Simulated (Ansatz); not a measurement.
# Be2HgN2: the cost of one run

Program: Ansatz 0.2.0. Level of theory: DFT PBE, scalar-relativistic, plane waves, PAW. These are calculated values, not measurements.

## Step 1: Starting point

The structure is tetragonal, space group I4/mmm (No. 139). The conventional cell has a = 3.437 Å, b = 3.437 Å, c = 9.017 Å, α = 90.00°, β = 90.00°, γ = 90.00°. Be (site symmetry -4m2) is surrounded by 4 N at 2.05 Å. Hg (site symmetry 4/mmm) has 8 N at 2.68 Å and 8 Be at 2.83 Å in its first shell of neighbours. Around N (site symmetry 4mm) lie 4 Be at 2.05 Å and 4 Hg at 2.68 Å.

As a file:

```cif
data_structure
_symmetry_space_group_name_H-M 'P 1'
_symmetry_Int_Tables_number 1
_cell_length_a 5.1215
_cell_length_b 5.1215
_cell_length_c 5.1215
_cell_angle_alpha 140.794
_cell_angle_beta 140.794
_cell_angle_gamma 56.650
_cell_volume 53.24
loop_
_atom_site_label
_atom_site_type_symbol
_atom_site_fract_x
_atom_site_fract_y
_atom_site_fract_z
_atom_site_occupancy
Be1 Be 0.25000 0.75000 0.50000 1
Be2 Be 0.75000 0.25000 0.50000 1
Hg1 Hg 0.00000 0.00000 0.00000 1
N1 N 0.62600 0.62600 0.00000 1
N2 N 0.37400 0.37400 0.00000 1
```

This is candidate A: ThCr2Si2 type (I4/mmm, No. 139).

(A quick probe on a coarse mesh, which set the mesh and smearing, is not shown.)

## Step 3: A loose first relaxation (candidate A)

input.yaml reads:

```yaml
crystal:
  lattice:
    - [-1.7182748508, 1.7182748508, 4.5083449056]
    - [1.7182748508, -1.7182748508, 4.5083449056]
    - [1.7182748508, 1.7182748508, -4.5083449056]
  atoms:
    - { symbol: Be, position: [0.25, 0.75, 0.5] }
    - { symbol: Be, position: [0.75, 0.25, 0.5] }
    - { symbol: Hg, position: [0.0, 0.0, 0.0] }
    - { symbol: "N", position: [0.626, 0.626, 0.0] }
    - { symbol: "N", position: [0.374, 0.374, 0.0] }
basis:
  ecutwfc: 420
kpoints:
  mp_grid: { grid: [8, 8, 8] }
hamiltonian:
  xc: pbe
scf:
  occupations: { method: gaussian, width: 0.1 }
  lower_state_search: "off"
output:
  forces: true
  stress: true
  eigenvalues: true
relax:
  adjacent_minimum: "off"
  f_tol: 0.04
  max_steps: 70
  cell: { stress_tol: 0.4 }
```

On the command line:

```sh
$ ansatz run input.yaml --threads 1 --pin off --max-ram 2560MiB --backend cpu --events-out ev --progress --plain --runs-dir out
```

What time and memory should one allow on 1 thread of Arm Neoverse V1, shared host?

About 46 s, with a peak of 0.36 GiB.
